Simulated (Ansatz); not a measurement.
**CH₆BFSi: how energies converge with the basis set**

The task here is to estimate one member of a computed series from the others.

Method: one geometry, several basis sets; program: Ansatz 0.2.0, Gaussian basis.

The runs, in order: PBE0-D4/def2-SVP; ωB97M-V/def2-SVP; PBE0-D4/def2-QZVPP; ωB97M-V/def2-QZVPP; the functionals' def2-TZVPP values are taken from earlier runs.

### The geometry

The geometry comes from an earlier relaxation with PBE0-D4 in a triple-zeta def2 set; it is a stationary point, not always the lowest conformer.

10 atoms, charge 0, spin multiplicity 1.

Atoms are counted from 1 here; the program's logs count them from 0.

Bond lengths: B1–C2 1.519 Å, B1–H5 1.198 Å, B1–H6 1.193 Å, C2–F3 1.391 Å, C2–Si4 1.941 Å, C2–H7 1.096 Å, Si4–H8 1.482 Å, Si4–H9 1.483 Å, Si4–H10 1.486 Å. Angles: C2–B1–H5 117.2°, C2–B1–H6 121.6°, H5–B1–H6 120.9°, B1–C2–F3 117.4°, B1–C2–Si4 99.8°, B1–C2–H7 116.6°, F3–C2–Si4 108.7°, F3–C2–H7 109.0°, Si4–C2–H7 103.6°, C2–Si4–H8 106.4°, C2–Si4–H9 108.8°, C2–Si4–H10 111.3°, H8–Si4–H9 111.2°, H8–Si4–H10 109.5°, H9–Si4–H10 109.5°.

As a file:

```
B     0.1442    1.3842   -0.4759
C     0.2424   -0.0860   -0.8442
F     1.4935   -0.5741   -1.2053
Si   -0.2725   -0.8865    0.8470
H    -0.9488    1.8195   -0.2505
H     1.1174    2.0515   -0.3006
H    -0.5067   -0.4673   -1.5482
H     0.2976   -2.2547    0.8546
H    -1.7529   -0.9220    0.9293
H     0.2689   -0.1158    1.9965
```

Set-up of the first run:

File in.yaml:

```yaml
crystal:
  periodic: [false, false, false]
  atoms:
    - {symbol: B, position_ang: [0.144182, 1.384184, -0.475900]}
    - {symbol: C, position_ang: [0.242391, -0.085981, -0.844177]}
    - {symbol: F, position_ang: [1.493481, -0.574140, -1.205347]}
    - {symbol: Si, position_ang: [-0.272509, -0.886494, 0.847048]}
    - {symbol: H, position_ang: [-0.948829, 1.819455, -0.250488]}
    - {symbol: H, position_ang: [1.117445, 2.051508, -0.300566]}
    - {symbol: H, position_ang: [-0.506692, -0.467266, -1.548182]}
    - {symbol: H, position_ang: [0.297596, -2.254666, 0.854601]}
    - {symbol: H, position_ang: [-1.752872, -0.921959, 0.929285]}
    - {symbol: H, position_ang: [0.268906, -0.115842, 1.996525]}
basis:
  gaussian: {orbitals: def2-SVP}
hamiltonian: {xc: pbe0, dispersion: d4}
output: {orbitals: {seedname: orbitals}}
```

Launch:

```console
$ ansatz run in.yaml --threads 2 --pin off --events-out ev --progress --plain --max-ram 4352MiB
```

Among the steps run: PBE0-D4 in def2-SVP; ωB97M-V in def2-SVP; PBE0-D4 in def2-QZVPP; ωB97M-V in def2-QZVPP.

One table of the session follows, with a row left open; its other results are not shown here.

It belongs to the step «Density functionals: the series». 

```
functional       basis  HOMO (eV)
   PBE0-D4    def2-SVP          ?
   PBE0-D4  def2-TZVPP      -8.42
   PBE0-D4  def2-QZVPP      -8.44
   ωB97M-V    def2-SVP     -10.57
   ωB97M-V  def2-TZVPP     -10.68
   ωB97M-V  def2-QZVPP     -10.70
```

**Question.** Estimate the row for PBE0-D4, def2-SVP.

The run gave: HOMO (eV): -8.33. In the column «HOMO (eV)» it is the highest.
